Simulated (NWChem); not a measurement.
# ZnHClO (SMILES [OH][Zn][Cl]) at wB97X/6-31G(d) (density fitting with weigend coulomb fitting, spherical functions)

What is the vertical ionisation energy of ZnHClO at wB97X/6-31G* (density fitting with weigend coulomb fitting, spherical functions)? 

Program for the calculation: NWChem 7.3.0.

## (1) Starting point

The species is ZnHClO (4 atoms), meant as a singlet with charge 0. SMILES: `[OH][Zn][Cl]`. The coordinates come from a PBE0-D4/def2-TZVP relaxation.

Bond lengths: O1–Zn2 1.766 Å, Zn2–Cl3 2.083 Å, O1–H4 0.959 Å. Angles: O1–Zn2–Cl3 176.1°, Zn2–O1–H4 115.4°.

## (2) The energy at wB97X/6-31G(d) (density fitting with weigend coulomb fitting, spherical functions)

Input file job.nw:

```
start job
memory 2200 mb
geometry units angstroms noautosym nocenter noautoz
  O    -0.716000    0.885400   -0.620700
  Zn    0.441300   -0.155500    0.214300
  Cl    1.897200   -1.276500    1.196100
  H    -1.567100    0.486300   -0.810000
end
basis spherical bse
  * library 6-31G*
end
basis "cd basis" spherical
  * library "weigend coulomb fitting"
end
dft
  xc wb97x
  grid fine
  convergence energy 1e-08
  iterations 100
  mulliken
  noprint "final vectors analysis"
end
task dft
```

Launch:

```sh
$ nwchem job.nw > job.out
```

The program printed:

```text
[...]
          Wavefunction type:  closed shell.
          No. of atoms     :     4
          No. of electrons :    56
[...]
          Charge           :     0
          Spin multiplicity:     1
[...]
          AO basis - number of functions:    68
[...]
              XC Information
              --------------
                       wb97x  Method XC Functional
                     Hartree-Fock (Exact) Exchange  1.000
                         wb97x Exchange Functional  1.000
                      wb97x Correlation Functional  1.000
[...]
 d= 0,ls=0.0,diis     1  -2315.0602360329 -2.55D+03  1.51D-02  7.51D-01     2.1
[...]
 d= 0,ls=0.0,diis    11  -2315.1522915879 -3.27D-09  2.99D-07  6.94D-10    18.2
         Total DFT energy =    -2315.152291587853
      One electron energy =    -3687.417889540563
           Coulomb energy =     1247.378777113770
    Exchange-Corr. energy =     -108.506291369534
 Nuclear repulsion energy =      233.393112208473
[...]
      Total Density - Mulliken Population Analysis
     ---------------------------------------------
    Atom       Charge   Shell Charges
 -----------   ------   -------------------------------------------------------
    1 O    8     8.83   2.00  0.89  2.88  0.98  2.05  0.02
    2 Zn  30    29.25   2.00  2.00  6.00  2.00  6.00  0.67  0.58  0.06  0.07  6.78  3.08  0.01
    3 Cl  17    17.35   2.00  2.00  5.97  1.37  3.64  0.57  1.79  0.01
    4 H    1     0.58   0.47  0.10
[...]
```

Run time: 19 s. Hardware: 1 thread of AMD EPYC 9R14 (Zen 4), shared host; peak memory 0.11 GiB.

## (3) The doublet cation, same level

Input file clhozn.xyz:

```xyz
4
ClHOZn wB97X
O     -0.716000     0.885400    -0.620700
Zn     0.441300    -0.155500     0.214300
Cl     1.897200    -1.276500     1.196100
H     -1.567100     0.486300    -0.810000
```

Input file clhozn.nw:

```
start clhozn
title "ClHOZn wB97X"
memory stack 880 mb heap 220 mb global 1100 mb
charge 1

geometry noautosym nocenter noautoz
  load clhozn.xyz
end

basis spherical bse
  * library 6-31G*
end

basis "cd basis" spherical
  * library "weigend coulomb fitting"
end

dft
  xc wb97x
  mult 2
  grid fine
  convergence energy 1e-08
  maxiter 100
  mulliken
  noprint "final vectors analysis"
end

task dft energy
```

Launch:

```sh
$ nwchem clhozn.nw > clhozn.out
```

The program printed:

```text
[...]
          Wavefunction type:  spin polarized.
          No. of atoms     :     4
          No. of electrons :    55
[...]
          Charge           :     1
          Spin multiplicity:     2
[...]
          AO basis - number of functions:    68
[...]
              XC Information
              --------------
                       wb97x  Method XC Functional
                     Hartree-Fock (Exact) Exchange  1.000
                         wb97x Exchange Functional  1.000
                      wb97x Correlation Functional  1.000
[...]
 d= 0,ls=0.0,diis     1  -2314.4596690192 -2.55D+03  1.05D-02  1.25D+00     2.2
[...]
 d= 0,ls=0.0,diis    17  -2314.7433257291 -1.42D-09  2.14D-07  5.51D-11    30.6
[...]
         Total DFT energy =    -2314.743325729099
      One electron energy =    -3672.077507806976
           Coulomb energy =     1232.065950065583
    Exchange-Corr. energy =     -108.124880196179
 Nuclear repulsion energy =      233.393112208473
[...]
      Total Density - Mulliken Population Analysis
     ---------------------------------------------
    Atom       Charge   Shell Charges
 -----------   ------   -------------------------------------------------------
    1 O    8     8.42   2.00  0.94  2.80  0.98  1.68  0.02
    2 Zn  30    29.06   2.00  2.00  6.00  2.00  6.00  0.65  0.55  0.01  0.00  6.78  3.06  0.01
    3 Cl  17    17.05   2.00  2.00  5.97  1.41  3.59  0.54  1.53  0.02
    4 H    1     0.47   0.45  0.02
[...]
      <S2> =      0.7598 (Exact =     0.7500)
[...]
```

It took 31 s on 1 thread of AMD EPYC 9R14 (Zen 4), shared host; peak memory 0.12 GiB.

## (4) Results

At wB97X/6-31G* (density fitting with weigend coulomb fitting, spherical functions):

```
                                          quantity           value
                      singlet ZnHClO: total energy  -2315.15229 Eh
                     singlet ZnHClO: dipole moment          2.18 D
                      doublet cation: total energy  -2314.74333 Eh
                              doublet cation: ⟨S²⟩           0.760
vertical ionisation energy (to the doublet cation)       11.129 eV
```

Removing an electron at fixed nuclei costs 11.13 eV (257 kcal/mol). Mulliken charges (doublet cation) run from -0.42 on O1 to +0.94 on Zn2; they depend strongly on the basis.
